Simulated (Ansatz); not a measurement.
**Cl2H3NOZr: ionisation energy by level of theory**

Aim: the vertical ionisation energy of Cl2H3NOZr, as cation minus neutral at the neutral's geometry, on several levels, and how well −ε(HOMO) stands in for it.

Program: Ansatz 0.2.0, Gaussian basis. Level of theory: unrestricted cation, the program's frozen cores in correlated methods. These are calculated values, not measurements.

Levels to be run: UKS PBE-D4/def2-TZVPP; UKS r2SCAN-D4/def2-TZVPP; UKS PBE0-D4/def2-TZVPP; UKS B3LYP-D4/def2-TZVPP; UKS wB97X-V/def2-TZVPP; UKS wB97M-V/def2-TZVPP; UKS B2PLYP/def2-TZVPP; UHF-CCSD(T)/def2-TZVPP; UHF-MP2/def2-QZVPP; extrapolation to the limit; then −ε(HOMO) from the neutral's earlier runs with LDA (SPW92), PBE-D4, revPBE-D4, BLYP-D4, r2SCAN-D4, B97M-V, PBE0-D4, B3LYP-D4, r2SCANh-D4, r2SCAN0-D4, HSE06-D4, BHLYP-D4, CAM-B3LYP-D4, LC-ωPBE, ωB97X-V, ωB97M-V.

1 further run of the same task is left out (for a known fault of the program).

## 1. Structure used throughout

All runs share one geometry, relaxed beforehand with PBE0-D4 in a triple-zeta def2 set. Zr takes the def2 core potential; no spin-orbit term is included.

SMILES `[NH2][Zr]([OH])([Cl])[Cl]`, 8 atoms, charge 0, spin multiplicity 1.

Atoms are counted from 1 here; the program's logs count them from 0.

Bond lengths: N1–Zr2 2.005 Å, N1–H6 1.012 Å, N1–H7 1.011 Å, Zr2–O3 1.895 Å, Zr2–Cl4 2.363 Å, Zr2–Cl5 2.363 Å, O3–H8 0.954 Å. Angles: Zr2–N1–H6 125.0°, Zr2–N1–H7 125.7°, H6–N1–H7 109.3°, N1–Zr2–O3 105.6°, N1–Zr2–Cl4 109.0°, N1–Zr2–Cl5 109.0°, O3–Zr2–Cl4 112.3°, O3–Zr2–Cl5 112.3°, Cl4–Zr2–Cl5 108.5°, Zr2–O3–H8 163.2°.

## 2. Cation, UKS PBE-D4/def2-TZVPP

The input, in.yaml:

```yaml
crystal:
  periodic: [false, false, false]
  atoms:
    - {symbol: N, position_ang: [-0.960405, 0.946476, 0.690050]}
    - {symbol: Zr, position_ang: [0.231330, -0.120365, -0.519619]}
    - {symbol: O, position_ang: [1.039186, -1.429202, 0.588064]}
    - {symbol: Cl, position_ang: [-1.076066, -1.080720, -2.237433]}
    - {symbol: Cl, position_ang: [1.820243, 1.323635, -1.506072]}
    - {symbol: H, position_ang: [-1.536939, 1.725217, 0.398449]}
    - {symbol: H, position_ang: [-1.081535, 0.795146, 1.682035]}
    - {symbol: H, position_ang: [1.564195, -2.160187, 0.904526]}
basis:
  gaussian: {orbitals: def2-TZVPP}
total_charge: 1
magnetization: {spin_polarized: true, initial_magnetization: 1}
hamiltonian: {xc: pbe, dispersion: d4}
```

Started as:

```sh
$ ansatz run in.yaml --threads 2 --pin off --events-out ev --progress --plain --max-ram 32768MiB --backend cpu
```

After this run come: Cation, UKS r2SCAN-D4/def2-TZVPP; Cation, UKS PBE0-D4/def2-TZVPP; Cation, UKS B3LYP-D4/def2-TZVPP; Cation, UKS wB97X-V/def2-TZVPP; Cation, UKS wB97M-V/def2-TZVPP; Cation, UKS B2PLYP (frozen core)/def2-TZVPP; Cation, UHF-CCSD(T)/def2-TZVPP; Cation, UHF-MP2/def2-QZVPP.

**Question.** What will the summary of the whole plan be? Wanted: ionisation energy, CCSD(T)/CBS; nearest functional by difference; nearest −ε(HOMO); −ε(HOMO) of PBE; T1 of the cation.

As calculated:

| quantity | value |
| --- | --- |
| ionisation energy, CCSD(T)/CBS | 10.23 eV |
| nearest functional by difference | ωB97X-V (-0.08 eV) |
| nearest −ε(HOMO) | ωB97M-V (+0.03 eV) |
| −ε(HOMO) of PBE | 6.59 eV |
| T1 of the cation | 0.025 |

What this shows: Energy differences with functionals land within 0.70 eV of the reference. −ε(HOMO) of PBE misses by 3.6 eV, since self-interaction lifts the level. Among orbital estimates ωB97M-V comes nearest. Hartree-Fock falls 1.44 eV short, as the neutral has more correlation energy than the cation. Correlated methods include outer-core shells of Zr, which these sets cover unevenly.
